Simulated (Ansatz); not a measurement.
**C₂H₇BZn: up Jacob's ladder to CCSD(T)**

How much do the methods differ for C₂H₇BZn? The plan is to run it at one geometry with functionals of several rungs and with coupled cluster. The yardstick is the atomisation energy at the CCSD(T) limit.

Program: Ansatz 0.2.0, Gaussian basis. Level of theory: functionals in def2-TZVPP, the program's frozen cores in correlated methods. These are calculated values, not measurements.

The runs, in order: PBE-D4, r2SCAN-D4, PBE0-D4, B3LYP-D4, ωB97X-V, ωB97M-V, B2PLYP; CCSD(T)/def2-TZVPP; MP2/def2-QZVPP; extrapolation to the limit.

### 1 Structure used throughout

All runs share one geometry, relaxed beforehand with PBE0-D4 in a triple-zeta def2 set.

SMILES `B[CH2][Zn][CH3]`, 11 atoms, charge 0, spin multiplicity 1.

Atoms are counted from 1 here; the program's logs count them from 0.

Bond lengths: B1–C2 1.497 Å, B1–H5 1.203 Å, B1–H6 1.203 Å, C2–Zn3 2.003 Å, C2–H7 1.093 Å, C2–H8 1.093 Å, Zn3–C4 1.939 Å, C4–H9 1.093 Å, C4–H10 1.093 Å, C4–H11 1.092 Å. Angles: C2–B1–H5 120.8°, C2–B1–H6 120.8°, H5–B1–H6 118.1°, B1–C2–Zn3 92.5°, B1–C2–H7 120.3°, B1–C2–H8 120.3°, Zn3–C2–H7 102.2°, Zn3–C2–H8 102.2°, H7–C2–H8 112.5°, C2–Zn3–C4 175.1°, Zn3–C4–H9 110.6°, Zn3–C4–H10 110.5°, Zn3–C4–H11 111.1°, H9–C4–H10 108.1°, H9–C4–H11 108.2°, H10–C4–H11 108.2°.

### 2 PBE-D4 (GGA)

Input file in.yaml:

```yaml
crystal:
  periodic: [false, false, false]
  atoms:
    - {symbol: B, position_ang: [-0.287178, 2.026041, 0.300724]}
    - {symbol: C, position_ang: [-1.320096, 0.954458, 0.458826]}
    - {symbol: Zn, position_ang: [-0.025319, -0.489243, -0.042187]}
    - {symbol: C, position_ang: [1.103047, -1.996020, -0.506256]}
    - {symbol: H, position_ang: [-0.088799, 2.538060, -0.769640]}
    - {symbol: H, position_ang: [0.437603, 2.323346, 1.213667]}
    - {symbol: H, position_ang: [-1.640659, 0.640945, 1.455404]}
    - {symbol: H, position_ang: [-2.104652, 0.830466, -0.291741]}
    - {symbol: H, position_ang: [1.835581, -2.185574, 0.281889]}
    - {symbol: H, position_ang: [1.645264, -1.796376, -1.433624]}
    - {symbol: H, position_ang: [0.510609, -2.903104, -0.646364]}
basis:
  gaussian: {orbitals: def2-TZVPP}
hamiltonian: {xc: pbe, dispersion: d4}
output: {forces: true, orbitals: {seedname: orbitals}}
```

Run with:

```bash
ansatz run in.yaml --threads 4 --pin off --events-out ev --progress --plain --max-ram 10444MiB
```

Further steps of the session: r2SCAN-D4 (meta-GGA); PBE0-D4 (hybrid); B3LYP-D4 (hybrid); ωB97X-V (range-separated); ωB97M-V (range-separated); B2PLYP (double hybrid); CCSD(T) in def2-TZVPP; MP2 in def2-QZVPP.

**Question.** What will the summary of the whole plan be? Wanted: atomisation energy, CCSD(T)/CBS; farthest; mean size of error, hybrid; mean size of error, range-separated; gap, smallest and largest; T1 diagnostic; triples share of the correlation energy.

**Answer**, as computed:

| quantity | value |
| --- | --- |
| atomisation energy, CCSD(T)/CBS | 889.1 kcal/mol |
| functionals within 4.4 kcal/mol (0.5 %) | B3LYP-D4 |
| farthest | PBE-D4 (+13.4 kcal/mol) |
| mean size of error, hybrid | 4.2 kcal/mol |
| mean size of error, range-separated | 5.5 kcal/mol |
| gap, smallest and largest | 4.45 eV (PBE-D4), 10.54 eV (ωB97X-V) |
| T1 diagnostic | 0.0129 |
| triples share of the correlation energy | 3.5 % |

PBE-D4 misses by +13.4 kcal/mol. Double hybrids carry the basis error of their MP2 part in triple zeta, and no dispersion term here, so their miss is partly the set-up's. Misses under about 4.4 kcal/mol are within the doubt on the reference itself, which lacks core-valence correlation, relativity and higher excitations. Hartree-Fock recovers 77 % of the binding; the rest is correlation. The gap grows from 4.4 to 10.5 eV across the functionals, mostly with the share of exact exchange. For Zn the d shell is correlated and the shells below it are frozen.
